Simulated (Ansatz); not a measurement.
# Br₂HInS₂: up Jacob's ladder to CCSD(T)

The task here is to estimate one member of a computed series from the others.

The runs use Ansatz 0.2.0, Gaussian basis; functionals in def2-TZVPP, the program's frozen cores in correlated methods.

Levels to be run: LDA (SPW92), PBE-D4, revPBE-D4, BLYP-D4, r2SCAN-D4, B97M-V, PBE0-D4, B3LYP-D4, r2SCANh-D4, r2SCAN0-D4, HSE06-D4, BHLYP-D4, CAM-B3LYP-D4, LC-ωPBE, ωB97X-V, ωB97M-V, B2PLYP, PBE-QIDH; CCSD(T)/def2-SVP; CCSD(T)/def2-TZVPP; MP2/def2-QZVPP; extrapolation to the limit; RPA on PBE.

## The geometry

An earlier PBE0-D4 in a triple-zeta def2 set relaxation fixed the geometry. In takes the def2 core potential; no spin-orbit term is included.

SMILES `S[S][In]([Br])[Br]`, 6 atoms, charge 0, spin multiplicity 1.

Atoms are counted from 1 here; the program's logs count them from 0.

Bond lengths: S1–S2 2.057 Å, S1–H6 1.346 Å, S2–In3 2.389 Å, In3–Br4 2.452 Å, In3–Br5 2.447 Å. Angles: S2–S1–H6 98.1°, S1–S2–In3 102.1°, S2–In3–Br4 120.2°, S2–In3–Br5 120.8°, Br4–In3–Br5 119.0°.

Set-up of the first run:

in.yaml reads:

```yaml
crystal:
  periodic: [false, false, false]
  atoms:
    - {symbol: S, position_ang: [0.923012, 1.888002, 0.957822]}
    - {symbol: S, position_ang: [0.199428, 0.078402, 1.615964]}
    - {symbol: In, position_ang: [-0.156476, -1.092781, -0.435464]}
    - {symbol: Br, position_ang: [-0.828784, -3.450784, -0.409981]}
    - {symbol: Br, position_ang: [0.114124, 0.038741, -2.588113]}
    - {symbol: H, position_ang: [-0.251304, 2.538419, 0.859774]}
basis:
  gaussian: {orbitals: def2-TZVPP}
hamiltonian: {xc: lda}
output: {orbitals: {seedname: orbitals}}
```

Launch:

```bash
> ansatz run in.yaml --threads 2 --pin off --events-out ev --progress --plain --max-ram 32768MiB --backend cpu
```

Steps of the session up to this table: LDA; PBE-D4 (GGA); revPBE-D4 (GGA); BLYP-D4 (GGA); r2SCAN-D4 (meta-GGA); B97M-V (meta-GGA); PBE0-D4 (hybrid); B3LYP-D4 (hybrid); r2SCANh-D4 (hybrid); r2SCAN0-D4 (hybrid); HSE06-D4 (hybrid); BHLYP-D4 (hybrid); CAM-B3LYP-D4 (range-separated); LC-ωPBE (range-separated); ωB97X-V (range-separated); ωB97M-V (range-separated); B2PLYP (double hybrid); PBE-QIDH (double hybrid).

One table of the session follows, with a row left open; its other results are not shown here.

It belongs to the step «Frontier levels by functional». 

| functional | HOMO (eV) | LUMO (eV) | gap (eV) |
| --- | --- | --- | --- |
| LDA (SPW92) | -6.51 | -3.73 | 2.78 |
| PBE-D4 | -6.32 | -3.42 | 2.90 |
| revPBE-D4 | -6.26 | -3.31 | 2.95 |
| BLYP-D4 | -6.15 | -3.35 | 2.81 |
| r2SCAN-D4 | -6.56 | -3.29 | 3.28 |
| B97M-V | -6.59 | -3.23 | 3.35 |
| PBE0-D4 | -7.42 | -2.65 | 4.76 |
| B3LYP-D4 | -7.19 | -2.92 | 4.27 |
| r2SCANh-D4 | -6.97 | -3.01 | 3.96 |
| r2SCAN0-D4 | -7.58 | -2.57 | 5.00 |
| HSE06-D4 | -7.03 | -3.01 | 4.01 |
| BHLYP-D4 | -8.38 | -1.81 | 6.58 |
| CAM-B3LYP-D4 | ? | ? | ? |
| LC-ωPBE | -9.96 | -0.56 | 9.39 |
| ωB97X-V | -9.61 | -0.69 | 8.92 |
| ωB97M-V | -9.45 | -0.80 | 8.65 |

**Question.** Estimate the row for CAM-B3LYP-D4.

The run gave: HOMO (eV): -8.64; LUMO (eV): -1.74; gap (eV): 6.90. In the column «HOMO (eV)» it lies between ωB97M-V (-9.45) and BHLYP-D4 (-8.38).
